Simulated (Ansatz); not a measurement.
**Ni3Ge under changes of volume**

One of the cells (11.000 Å³/atom); the others are scaled copies at fixed shape and fractional positions:

```
Ge Ni
1.0
     3.53033    0.00000    0.00000
     0.00000    3.53033    0.00000
     0.00000    0.00000    3.53033
Ge Ni
1 3
Direct
  0.00000 0.00000 0.00000
  0.50000 0.50000 0.00000
  0.00000 0.50000 0.50000
  0.50000 0.00000 0.50000
```

The cell comes from a database or a generator and needn't be the stable form of this composition.

| Property | Result |
| --- | --- |
| Program | Ansatz 0.2.0 |
| Functional | PBEsol |
| Potentials or basis | all-electron LAPW, scalar-relativistic |
| Cutoff | 308 eV (chosen from the basis error) |
| Basis error allowed | 0.001 eV/atom |
| k mesh | 8 × 8 × 8 |
| Occupations | fermi-dirac, width 0.05 eV |
| Spin | collinear spin, ferromagnetic start |
| Starting moments | [0.0, 1.0, 1.0, 1.0] μB |

| volume (Å³/atom) | energy over the lowest point (meV/atom) | pressure (GPa) |
| --- | --- | --- |
| 10.340 | ? | ? |
| 10.560 | 10.02 | 8.7 |
| 10.780 | 1.71 | 3.6 |
| 11.000 | 0.00 | -0.9 |
| 11.220 | 4.16 | -5.0 |
| 11.440 | 13.54 | -8.6 |
| 11.660 | 27.57 | -11.7 |

Question: What does the run at 10.340 Å³/atom give?

Answer: Energy over the lowest point 25.79 meV/atom; pressure 14.4 GPa.

Worked out: A Birch-Murnaghan fit of order 3 (a polynomial in V^(-2/3)) to the other rows has its minimum at 10.95 Å³/atom with B0 = V·E''(V) = 218 GPa and B' = 4.8. It gives 25.75 meV/atom at 10.340 Å³/atom, against the run's 25.79, and -dE/dV = 14.4 GPa, against 14.4.

Energies are extrapolated to zero smearing.

Caveats: the starting moments weren't kept.
